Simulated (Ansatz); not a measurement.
**CH3F2In: shape, modes and thermochemistry**

The task is to find a stationary geometry of CH3F2In, check the end point by its vibrations and derive ideal-gas thermochemistry.

Computed with Ansatz 0.2.0, Gaussian basis. Level: RKS PBE0-D4/def2-TZVP.

Plan: relaxation at PBE0-D4/def2-TZVP; harmonic vibrations at the same level.

1 further run of the same task is left out (set aside as unsound or not needed).

### Step 1. Where the work starts

SMILES `F[CH](F)[InH2]`, 7 atoms, charge 0, spin multiplicity 1.

Atoms are counted from 1 here; the program's logs count them from 0.

Bond lengths: F1–C2 1.383 Å, C2–F3 1.379 Å, C2–In4 2.260 Å, C2–H5 1.098 Å, In4–H6 1.732 Å, In4–H7 1.732 Å. Angles: F1–C2–F3 105.3°, F1–C2–In4 99.9°, F1–C2–H5 106.7°, F3–C2–In4 100.8°, F3–C2–H5 107.1°, In4–C2–H5 134.2°, C2–In4–H6 118.7°, C2–In4–H7 117.6°, H6–In4–H7 122.7°.

The start is a GFN2-xTB geometry. In takes the def2 core potential; no spin-orbit term is included.

### Step 2. Relaxation at PBE0-D4/def2-TZVP

Contents of in.yaml:

```yaml
crystal:
  periodic: [false, false, false]
  atoms:
    - {symbol: F, position_ang: [-0.211730, -1.183090, 1.321980]}
    - {symbol: C, position_ang: [0.699230, -0.378970, 0.660960]}
    - {symbol: F, position_ang: [1.319670, -1.205930, -0.252140]}
    - {symbol: In, position_ang: [-0.704300, 0.764780, -0.691060]}
    - {symbol: H, position_ang: [1.457370, -0.087360, 1.400340]}
    - {symbol: H, position_ang: [-2.233440, 1.276760, -0.059650]}
    - {symbol: H, position_ang: [-0.326810, 0.813820, -2.380420]}
basis:
  gaussian: {orbitals: def2-TZVP}
hamiltonian: {xc: pbe0, dispersion: d4}
relax: {f_tol: 0.005, max_steps: 150}
```

Further steps of the session: Force constants and modes.

**Question.** What will the summary of the whole plan be? Wanted: point group; shift from the start; total energy; dispersion term; dipole moment; lowest, highest wavenumber; zero-point energy.

As calculated:

```
                  quantity            value
               point group               Cs
                     steps               35
shift from the start (rms)          0.784 Å
              total energy   -11688.5815 eV
           dispersion term          -91 meV
             dipole moment           1.94 D
lowest, highest wavenumber    29, 3049 cm⁻¹
         zero-point energy    20.6 kcal/mol
       entropy at 298.15 K  345.2 J/(mol K)
```

What this shows: The atoms moved 0.78 Å (rms) from the start; the bond that changed most is C2–In4, from 2.260 to 2.215 Å. All wavenumbers are real, so the end point is a minimum. The stiffest mode, 3049 cm⁻¹, is a C–H stretch, and 3 modes under 200 cm⁻¹ make the vibrational entropy uncertain. Harmonic hybrid wavenumbers usually lie a few per cent above measured fundamentals. The largest Mulliken charge, +0.44 e, sits on In4.
